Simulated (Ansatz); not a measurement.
**C2H3BOS: a ladder of functionals and wavefunction methods**

One table from this session's results is given with a row withheld; the runs are named, their logs left out.

Program: Ansatz 0.2.0, Gaussian basis. Level of theory: functionals in def2-TZVPP, the program's frozen cores in correlated methods. These are calculated values, not measurements.

Plan: LDA (SPW92), PBE-D4, revPBE-D4, BLYP-D4, r2SCAN-D4, B97M-V, PBE0-D4, B3LYP-D4, r2SCANh-D4, r2SCAN0-D4, HSE06-D4, BHLYP-D4, CAM-B3LYP-D4, LC-ωPBE, ωB97X-V, ωB97M-V, B2PLYP, PBE-QIDH; CCSD(T)/def2-SVP; CCSD(T)/def2-TZVPP; MP2/def2-QZVPP; extrapolation to the limit; RPA on PBE.

## The geometry

An earlier PBE0-D4 in a triple-zeta def2 set relaxation fixed the geometry.

SMILES `BOC#CS`, 8 atoms, charge 0, spin multiplicity 1.

Atoms are counted from 1 here; the program's logs count them from 0.

Bond lengths: B1–O2 1.367 Å, B1–H6 1.190 Å, B1–H7 1.193 Å, O2–C3 1.297 Å, C3–C4 1.202 Å, C4–S5 1.680 Å, S5–H8 1.346 Å. Angles: O2–B1–H6 115.0°, O2–B1–H7 119.5°, H6–B1–H7 125.5°, B1–O2–C3 124.8°, O2–C3–C4 177.3°, C3–C4–S5 174.9°, C4–S5–H8 97.3°.

Set-up of the first run:

in.yaml

```yaml
crystal:
  periodic: [false, false, false]
  atoms:
    - {symbol: B, position_ang: [0.382164, 1.938704, 0.432479]}
    - {symbol: O, position_ang: [1.034373, 0.847527, -0.071339]}
    - {symbol: C, position_ang: [0.497722, -0.321225, -0.242176]}
    - {symbol: C, position_ang: [0.050925, -1.422464, -0.420359]}
    - {symbol: S, position_ang: [-0.440238, -3.000801, -0.721708]}
    - {symbol: H, position_ang: [1.041893, 2.925723, 0.515213]}
    - {symbol: H, position_ang: [-0.764564, 1.843952, 0.747977]}
    - {symbol: H, position_ang: [-1.710175, -2.868516, -0.295886]}
basis:
  gaussian: {orbitals: def2-TZVPP}
hamiltonian: {xc: lda}
output: {orbitals: {seedname: orbitals}}
```

Launch:

```
ansatz run in.yaml --threads 2 --pin off --events-out ev --progress --plain --max-ram 4352MiB
```

Steps of the session up to this table: LDA; PBE-D4 (GGA); revPBE-D4 (GGA); BLYP-D4 (GGA); r2SCAN-D4 (meta-GGA); B97M-V (meta-GGA); PBE0-D4 (hybrid); B3LYP-D4 (hybrid); r2SCANh-D4 (hybrid); r2SCAN0-D4 (hybrid); HSE06-D4 (hybrid); BHLYP-D4 (hybrid); CAM-B3LYP-D4 (range-separated); LC-ωPBE (range-separated); ωB97X-V (range-separated); ωB97M-V (range-separated); B2PLYP (double hybrid); PBE-QIDH (double hybrid).

One table of the session follows, with a row left open; its other results are not shown here.

It belongs to the step «Orbital energies across the functionals». 

```
  functional  HOMO (eV)  gap (eV)
 LDA (SPW92)      -5.75      3.22
      PBE-D4      -5.56      3.29
   revPBE-D4      -5.49      3.32
     BLYP-D4      -5.39      3.26
   r2SCAN-D4      -5.70      3.78
      B97M-V      -5.73      3.70
     PBE0-D4      -6.62      5.30
    B3LYP-D4      -6.40      4.86
  r2SCANh-D4          ?         ?
  r2SCAN0-D4      -6.73      5.64
    HSE06-D4      -6.23      4.54
    BHLYP-D4      -7.57      7.25
CAM-B3LYP-D4      -7.87      7.61
     LC-ωPBE      -9.20     10.15
     ωB97X-V      -8.82      9.67
     ωB97M-V      -8.70      9.29
```

Estimate the missing values for r2SCANh-D4.

Worked estimate for «HOMO (eV)». Against the share of exact exchange, r2SCAN-D4 (0, -5.70), r2SCAN0-D4 (0.25, -6.73) give a slope of -4.12 per unit share; at 0.1 the line stands at -6.11.

**Answer.** HOMO (eV): -6.11; gap (eV): 4.52. In «HOMO (eV)» the line misses by 0.00.
